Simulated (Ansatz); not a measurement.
Here is an Ansatz input file for Tc3Ge, space group Fm-3m. Write the same calculation for the Python package.

```yaml
crystal:
  lattice:
    bravais: fcc
    a: 6.113899
  space_group: 225
  atoms:
    - { symbol: Tc, position: [0.25, 0.75, 0.75] }
    - { symbol: Tc, position: [0.5, 0.0, 0.0] }
    - { symbol: Ge, position: [0.0, 0.0, 0.0] }
  reduce_to_primitive: true
kpoints:
  mp_grid:
    grid: [7, 7, 7]
hamiltonian:
  xc: pbesol
  pseudopotentials:
    kind: paw
scf:
  convergence:
    dr2_threshold: 1.0e-07
  occupations:
    method: cold
output:
  forces: true
  stress: true
```

`tc3ge_robust.py`
```python
import warnings

import ansatz as az

structure = (
    az.Lattice.fcc(6.113899)
    .space_group(225)
    .atom('Tc', [0.25, 0.75, 0.75])
    .atom('Tc', [0.5, 0.0, 0.0])
    .atom('Ge', [0.0, 0.0, 0.0])
    .primitive()
)

model = (
    structure.calculation()
    .kpoints(7, 7, 7)
    .pseudopotentials('paw')
    .occupations('cold')
    .scf(tolerance=1e-07)
    .functional('pbesol')
)

with warnings.catch_warnings(record=True) as caught:
    warnings.simplefilter('always')
    outcome = model.forces().stress().run(threads=1)
for item in caught:
    if issubclass(item.category, (az.RunWarning, az.DeckWarning)):
        print(item.category.__name__, '-', str(item.message)[:120])
rep = outcome.report
doubts = rep['published_state_doubts']
if doubts or rep.get('closed_by') != 'deck_thresholds':
    print('rejected:', doubts, rep.get('closed_by'))
else:
    print(f'accepted: F = {rep["free_energy_ev"]:.5f} eV')
```

Output of `python tc3ge_robust.py`:
```text
DeckWarning - basis.ecutwfc = 500 eV, auto-derived from the records' recommended cutoffs: set by Tc (normal level)
DeckWarning - output.stress: scf.convergence.dr2_threshold = 1e-7 eV (the SCF's general default) is looser than the 4e-10 eV advised f
accepted: F = -20266.37334 eV
```

Total energies depend on the potentials; only differences at equal settings carry meaning. A total without «per atom» is that of the cell as typed. For a metal this k-point mesh is coarse: on a finer one energies can move by several to tens of meV an atom and pressures by half a GPa or more, differences at one mesh by less. At these settings the cell as given stands under about -6 GPa, so it isn't at this functional's equilibrium volume. The structure comes from a database of computed cells and needn't be a stable or known phase. Run time: 1.9 s on 1 thread of Intel(R) Xeon(R) 6975P-C (Granite Rapids) (shared host), peak memory 0.43 GiB.

(Lines on the test bed's own set-up are left out of the output.)
